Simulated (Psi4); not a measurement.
# doublet [SnH2F2]+ at 4 levels

Wanted: a comparison of 4 runs (UB3LYP/def2-SVP, UBLYP/def2-SVP, UPBE0/def2-SVP, UTPSS/def2-SVP) of doublet [SnH2F2]+. 

Program for the calculation: Psi4 1.11.

**1. The structure to begin with**

The species is [SnH2F2]+ (5 atoms), meant as a doublet with charge +1. As SMILES of the parent species, `[F][SnH2][F]`. The shape is that of a PBE0-D4/def2-TZVP optimisation. That shape belongs to the parent species and isn't relaxed for this state.

Bond lengths: F1–Sn2 1.909 Å, Sn2–F3 1.909 Å, Sn2–H4 1.692 Å, Sn2–H5 1.692 Å. Angles: F1–Sn2–F3 103.3°, F1–Sn2–H4 107.1°, F1–Sn2–H5 107.1°, F3–Sn2–H4 107.1°, F3–Sn2–H5 107.1°, H4–Sn2–H5 123.6°.

**2. The energy at UB3LYP/def2-SVP (core potential) (run 1)**

Contents of job.json:

```json
{
  "schema_name": "qcschema_input",
  "schema_version": 1,
  "molecule": {
    "schema_name": "qcschema_molecule",
    "schema_version": 2,
    "symbols": ["F", "Sn", "F", "H", "H"],
    "geometry": [-0.64912092, -0.67330942, 3.29076907, 0.2435857, -0.13832795, -0.16289439, -2.3266308, 2.09891881, -1.34624089, -0.16516206, -2.92359529, -1.6801555, 2.9918144, 1.49685206, -0.17952398],
    "molecular_charge": 1,
    "molecular_multiplicity": 2,
    "fix_symmetry": "c1",
    "fix_com": true,
    "fix_orientation": true
  },
  "driver": "energy",
  "model": {
    "method": "b3lyp",
    "basis": "def2-SVP"
  },
  "keywords": {
    "reference": "uks",
    "puream": true,
    "e_convergence": 1e-09,
    "d_convergence": 1e-08,
    "scf_type": "pk",
    "dft_radial_points": 99,
    "dft_spherical_points": 590,
    "maxiter": 100,
    "scf_properties": ["MULLIKEN_CHARGES", "QUADRUPOLE", "DIPOLE"]
  }
}
```

On the command line:

```bash
$ psi4 --qcschema job.json -n 1 --memory 2200MB
```

stdout:

```text
[...]
  Running in c1 symmetry.
[...]
  Nuclear repulsion =  144.609737176078340
[...]
  Multiplicity = 2
[...]
  Nalpha       = 21
  Nbeta        = 20
[...]
    Number of basis functions: 64
[...]
   @UKS iter   1:  -414.50698805611006   -1.14598e+00   9.98525e-03 ADIIS/DIIS
[...]
   @UKS iter  16:  -414.68147892368205   -1.69393e-11   8.94975e-09 DIIS
[...]
   @S^2 Observed:                7.638194016E-01
[...]
  @UKS Final Energy:  -414.68147892368205
   => Energetics <=
    Nuclear Repulsion Energy =            144.6097371760783403
    One-Electron Energy =                -933.4496386490945952
    Two-Electron Energy =                 406.1277284033486126
    DFT Exchange-Correlation Energy =     -31.9693058540144399
    Empirical Dispersion Energy =           0.0000000000000000
    VV10 Nonlocal Energy =                  0.0000000000000000
    Total Energy =                       -414.6814789236820502
[...]
 Multipole Moments:
 ------------------------------------------------------------------------------------
     Multipole            Electronic (a.u.)      Nuclear  (a.u.)        Total (a.u.)
 ------------------------------------------------------------------------------------
 L = 1.  Multiply by 2.5417464519 to convert [e a0] to [Debye]
 Dipole X            :         19.7948023          -18.5962277            1.1985746
 Dipole Y            :         -8.9683031            8.3605264           -0.6077767
 Dipole Z            :        -12.8464642           12.0573976           -0.7890667
 Magnitude           :                                                    1.5583965
 L = 2.  Multiply by 1.3450342976 to convert [e a0^2] to [Debye ang]
 Quadrupole XX       :        -84.2651853           62.7946994          -21.4704859
 Quadrupole XY       :         37.6417612          -35.7972623            1.8444989
[...]
```

The result, in JSON:

```text
{
 "driver": "energy",
 "model": {
  "method": "b3lyp",
  "basis": "def2-SVP"
 },
 "success": true,
 "return_result": -414.68147892368205,
 "properties": {
  "calcinfo_nbasis": 64,
  "calcinfo_nmo": 64,
  "calcinfo_nalpha": 21,
  "calcinfo_nbeta": 20,
  "calcinfo_natom": 5,
  "nuclear_repulsion_energy": 144.60973717607834,
  "return_energy": -414.68147892368205,
  "scf_one_electron_energy": -933.4496386490946,
  "scf_two_electron_energy": 406.1277284033486,
  "scf_xc_energy": -31.96930585401444,
  "scf_dipole_moment": [1.1985745678321855, -0.6077766984925219, -0.7890666617475919],
  "scf_total_energy": -414.68147892368205,
  "scf_iterations": 16
 }
}
```

Run time: 34 s. Hardware: 1 thread of Intel Xeon at 2.50GHz (Skylake/Cascade Lake), shared host; peak memory 0.66 GiB.

**3. Energy and forces at UBLYP/def2-SVP (core potential) (run 2)**

Contents of run_ase.py:

```python
import numpy as np
from ase.calculators.psi4 import Psi4
from ase import Atoms

a = Atoms(['F', 'Sn', 'F', 'H', 'H'], positions=[
    [-0.343500, -0.356300, 1.741400],
    [0.128900, -0.073200, -0.086200],
    [-1.231200, 1.110700, -0.712400],
    [-0.087400, -1.547100, -0.889100],
    [1.583200, 0.792100, -0.095000],
])
calc = Psi4(atoms=a, method='blyp', basis='def2-SVP', memory='2200MB', num_threads=1, charge=1, multiplicity=2, label='psi4-calc', reference='uks')
calc.psi4.set_options({'puream': True, 'e_convergence': 1e-09, 'd_convergence': 1e-08, 'scf_type': 'pk', 'dft_radial_points': 99, 'dft_spherical_points': 590, 'maxiter': 100})
a.calc = calc

forces = a.get_forces()
print(f'energy: {a.get_potential_energy():.6f} eV')
print('forces / eV A^-1')
print(np.round(forces, 5))
```

On the command line:

```bash
$ python run_ase.py
```

psi4-calc.dat:

```text
[...]
    !!!  WARNING: ECP capability is in beta. Please check occupations closely.  !!!
[...]
  Running in c1 symmetry.
[...]
  Nuclear repulsion =  144.609737025789201
[...]
  Multiplicity = 2
[...]
  Nalpha       = 21
  Nbeta        = 20
[...]
    Number of basis functions: 64
[...]
   @UKS iter   1:  -414.46212689670352   -9.65243e-01   7.93104e-03 ADIIS/DIIS
[...]
   @UKS iter  16:  -414.55978729864887   -9.66338e-13   3.24862e-09 DIIS
[...]
   @S^2 Observed:                7.569807751E-01
[...]
  @UKS Final Energy:  -414.55978729864887
   => Energetics <=
    Nuclear Repulsion Energy =            144.6097370257892010
    One-Electron Energy =                -933.3194398081645886
    Two-Electron Energy =                 413.4791749283388071
    DFT Exchange-Correlation Energy =     -39.3292594446122621
    Empirical Dispersion Energy =           0.0000000000000000
    VV10 Nonlocal Energy =                  0.0000000000000000
    Total Energy =                       -414.5597872986488710
[...]
  -Total Gradient:
     Atom            X                  Y                   Z
    ------   -----------------  -----------------  -----------------
       1        0.005635649713     0.004561056209    -0.025289669772
       2       -0.006674974303     0.003273442524     0.004392125956
       3        0.018247682770    -0.016294782668     0.009612489256
       4        0.000044689257     0.016623436403     0.009922680241
       5       -0.017551671041    -0.008016182448     0.001557799477
[...]
```

Standard output:

```text
energy: -11280.746402 eV
forces / eV A^-1
[[-0.2898  -0.23454  1.30045]
 [ 0.34324 -0.16833 -0.22585]
 [-0.93833  0.83791 -0.49429]
 [-0.0023  -0.85481 -0.51024]
 [ 0.90254  0.41221 -0.08011]]
```

Wall time 27 s (1 thread of Intel Xeon at 2.50GHz (Skylake/Cascade Lake), shared host); peak memory 0.67 GiB.

Run 3 isn't shown in full; the table further down has it.

**4. Energy and forces at UTPSS/def2-SVP (core potential) (run 4)**

Contents of f2h2sn.dat:

```
memory 2.2 GB

molecule molecule1 {
  1 2
  F     -0.343500    -0.356300     1.741400
  Sn     0.128900    -0.073200    -0.086200
  F     -1.231200     1.110700    -0.712400
  H     -0.087400    -1.547100    -0.889100
  H      1.583200     0.792100    -0.095000
  symmetry c1
}

set basis def2-SVP
set reference uks
set puream true
set e_convergence 1e-09
set d_convergence 1e-08
set scf_type pk
set dft_radial_points 99
set dft_spherical_points 590
set maxiter 100

gradient("tpss")
print_variables()
```

On the command line:

```bash
$ psi4 -i f2h2sn.dat -o f2h2sn.out -n 1
```

f2h2sn.out:

```text
[...]
    !!!  WARNING: ECP capability is in beta. Please check occupations closely.  !!!
[...]
  Running in c1 symmetry.
[...]
  Nuclear repulsion =  144.609737025789201
[...]
  Multiplicity = 2
[...]
  Nalpha       = 21
  Nbeta        = 20
[...]
    Number of basis functions: 64
[...]
   @UKS iter   1:  -414.46465631477110   -1.00775e+00   7.55793e-03 ADIIS/DIIS
[...]
   @UKS iter  16:  -414.55558293881393   -1.25056e-12   8.32003e-09 DIIS
[...]
   @S^2 Observed:                7.600195273E-01
[...]
  @UKS Final Energy:  -414.55558293881393
   => Energetics <=
    Nuclear Repulsion Energy =            144.6097370257892010
    One-Electron Energy =                -933.2681749244593448
    Two-Electron Energy =                 413.4278826142185608
    DFT Exchange-Correlation Energy =     -39.3250276543623372
    Empirical Dispersion Energy =           0.0000000000000000
    VV10 Nonlocal Energy =                  0.0000000000000000
    Total Energy =                       -414.5555829388139273
[...]
  -Total Gradient:
     Atom            X                  Y                   Z
    ------   -----------------  -----------------  -----------------
       1        0.004017759078     0.003562667113    -0.018945231464
       2       -0.002568539160     0.001254683653     0.001698882034
       3        0.013540346575    -0.012187175496     0.007415736977
       4       -0.000615404402     0.013616256524     0.008363750797
       5       -0.014689369002    -0.006091308237     0.001673172015
[...]
```

It took 82 s on 1 thread of Intel Xeon at 2.50GHz (Skylake/Cascade Lake), shared host; peak memory 1.3 GiB.

**5. The series**

| run | level | task | energy (Eh) | HOMO energy (eV) | LUMO energy (eV) | ⟨S²⟩ | wall time |
| --- | --- | --- | --- | --- | --- | --- | --- |
| 1 | UB3LYP/def2-SVP (core potential) | energy | -414.681479 | -16.64 | -14.69 | 0.764 | 34 s |
| 2 | UBLYP/def2-SVP (core potential) | gradient | -414.559787 | -15.50 | -14.77 | 0.757 | 27 s |
| 3 | UPBE0/def2-SVP (core potential) | gradient | -414.418769 | -16.86 | -14.56 | 0.766 | 40 s |
| 4 | UTPSS/def2-SVP (core potential) | gradient | -414.555583 | -15.70 | -14.94 | 0.760 | 82 s |

**6. Summary of results**

```
                                 quantity          value
                      run 4: total energy  -414.55558 Eh
run 4: HOMO energy (highest over α and β)      -15.70 eV
 run 4: LUMO energy (lowest over α and β)      -14.94 eV
                              run 4: ⟨S²⟩          0.760
          run 4: largest force on an atom     1.013 eV/Å
```

**Reading.** Totals of different functionals can't be ranked against each other. All runs together took 3.1 min, the longest 82 s.
